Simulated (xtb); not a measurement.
# Si2H4OF2 (SMILES F[SiH](F)O[SiH3]) at GFN0-xTB

Aim: a geometry optimisation of Si2H4OF2. 

The results are computed with xtb 6.7.1.

6 further runs of the same task are left out: 6 set aside as unsound or not needed.

## (1) Starting point

The species is Si2H4OF2 (9 atoms), meant as a singlet with charge 0. SMILES: `F[SiH](F)O[SiH3]`. All atoms were displaced at random from a relaxed shape. The run starts from this shape.

Bond lengths: F1–Si2 1.560 Å, Si2–F3 1.651 Å, Si2–O4 1.559 Å, O4–Si5 1.579 Å, Si2–H6 1.445 Å, Si5–H7 1.348 Å, Si5–H8 1.419 Å, Si5–H9 1.628 Å. Some angles: F1–Si2–F3 101.4°, F1–Si2–O4 115.7°, F3–Si2–O4 105.3°, Si2–O4–Si5 159.6°, F1–Si2–H6 112.3°, F3–Si2–H6 106.3°, O4–Si2–H6 114.3°, O4–Si5–H7 108.5°, O4–Si5–H8 116.3°, O4–Si5–H9 99.9°.

## (2) A structure relaxation at GFN0-xTB

input.xyz reads:

```xyz
9

F     -1.202780     1.605930     1.398520
Si    -1.345210     0.679330     0.151420
F     -1.305770     1.779330    -1.079560
O     -0.147040    -0.280990    -0.116510
Si     1.314210    -0.876080    -0.057860
H     -2.641530     0.045280     0.085720
H      1.234440    -2.215960    -0.177120
H      2.110610    -0.479020     1.047570
H      1.927340    -0.246270    -1.428210
```

The run is started by

```bash
$ xtb input.xyz --gfn0 --uhf 0 -o lax | tee input.out
```

**Question.** What will come out? Wanted: total energy at the end; dipole moment; HOMO energy; LUMO energy; HOMO–LUMO gap; dispersion energy; mean polarisability.

**Answer.** As computed:

At GFN0-xTB:

```
                      quantity         value
       total energy at the end  -16.96398 Eh
                 dipole moment        2.40 D
                   HOMO energy     -11.92 eV
                   LUMO energy      -6.04 eV
                 HOMO–LUMO gap       5.88 eV
             dispersion energy  -5.69 kJ/mol
mean polarisability (D4 model)    75.3 bohr³
```

**Reading.** At the final geometry: Bond lengths: F1–Si2 1.636 Å, Si2–F3 1.632 Å, Si2–O4 1.595 Å, O4–Si5 1.593 Å, Si2–H6 1.434 Å, Si5–H7 1.463 Å, Si5–H8 1.464 Å, Si5–H9 1.465 Å. Some angles: F1–Si2–F3 101.1°, F1–Si2–O4 111.2°, F3–Si2–O4 109.4°, Si2–O4–Si5 158.2°, F1–Si2–H6 110.3°, F3–Si2–H6 111.0°, O4–Si2–H6 113.2°, O4–Si5–H7 107.9°, O4–Si5–H8 111.6°, O4–Si5–H9 110.9°. The optimisation took 9 steps and changed the energy by -0.407 eV.
